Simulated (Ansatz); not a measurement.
# AlClH7NSi2: the cost of one run

Method: RKS PBE/def2-SVP, in Ansatz 0.2.0.

### 1 The structure to begin with

Bond lengths: Si1–N2 1.731 Å, N2–Al3 1.882 Å, Al3–Si4 2.442 Å, Si4–Cl5 2.104 Å, Si1–H6 1.500 Å, Si1–H7 1.464 Å, Si1–H8 1.495 Å, N2–H9 1.027 Å, Al3–H10 1.621 Å, Si4–H11 1.394 Å, Si4–H12 1.493 Å. Angles (14 of 18 angles, heavy atoms first): Si1–N2–Al3 106.2°, N2–Al3–Si4 121.5°, Al3–Si4–Cl5 106.9°, Si1–N2–H9 105.9°, Al3–N2–H9 104.9°, N2–Si1–H6 113.0°, N2–Si1–H7 112.7°, N2–Si1–H8 109.7°, N2–Al3–H10 121.5°, Si4–Al3–H10 117.0°, Al3–Si4–H11 109.2°, Al3–Si4–H12 107.1°, Cl5–Si4–H11 112.2°, Cl5–Si4–H12 109.9°.

Structure file:

```xyz
12

Si   -1.8703    0.2834   -0.4852
N    -0.8294   -1.0033   -0.9930
Al    0.5275   -1.1232    0.3060
Si    2.2238    0.6178    0.5433
Cl    1.7966    2.0875   -0.9007
H    -1.1910    1.6213   -0.4872
H    -2.4358    0.0594    0.8469
H    -2.9927    0.4390   -1.4602
H    -1.3761   -1.8661   -0.8851
H     0.6631   -2.4185    1.2715
H     3.4869    0.0545    0.3651
H     2.0745    1.1930    1.9125
```

### 2 End point A

input.yaml reads:

```yaml
crystal:
  periodic: [false, false, false]
  atoms:
    - { symbol: Si, position_ang: [-1.8703, 0.2834, -0.4852] }
    - { symbol: "N", position_ang: [-0.8294, -1.0033, -0.993] }
    - { symbol: Al, position_ang: [0.5275, -1.1232, 0.306] }
    - { symbol: Si, position_ang: [2.2238, 0.6178, 0.5433] }
    - { symbol: Cl, position_ang: [1.7966, 2.0875, -0.9007] }
    - { symbol: H, position_ang: [-1.191, 1.6213, -0.4872] }
    - { symbol: H, position_ang: [-2.4358, 0.0594, 0.8469] }
    - { symbol: H, position_ang: [-2.9927, 0.439, -1.4602] }
    - { symbol: H, position_ang: [-1.3761, -1.8661, -0.8851] }
    - { symbol: H, position_ang: [0.6631, -2.4185, 1.2715] }
    - { symbol: H, position_ang: [3.4869, 0.0545, 0.3651] }
    - { symbol: H, position_ang: [2.0745, 1.193, 1.9125] }
basis:
  gaussian: { orbitals: def2-SVP }
hamiltonian:
  xc: pbe
relax:
  f_tol: 0.02
  max_steps: 50
```

On the command line:

```bash
$ ansatz run input.yaml --threads 2 --pin off --max-ram 3072MiB --backend cpu --events-out ev --progress --plain --runs-dir out
```

Q: Estimate wall time and peak memory on 2 threads of Arm Neoverse V2, shared host.

About 56 s, with a peak of 0.17 GiB.
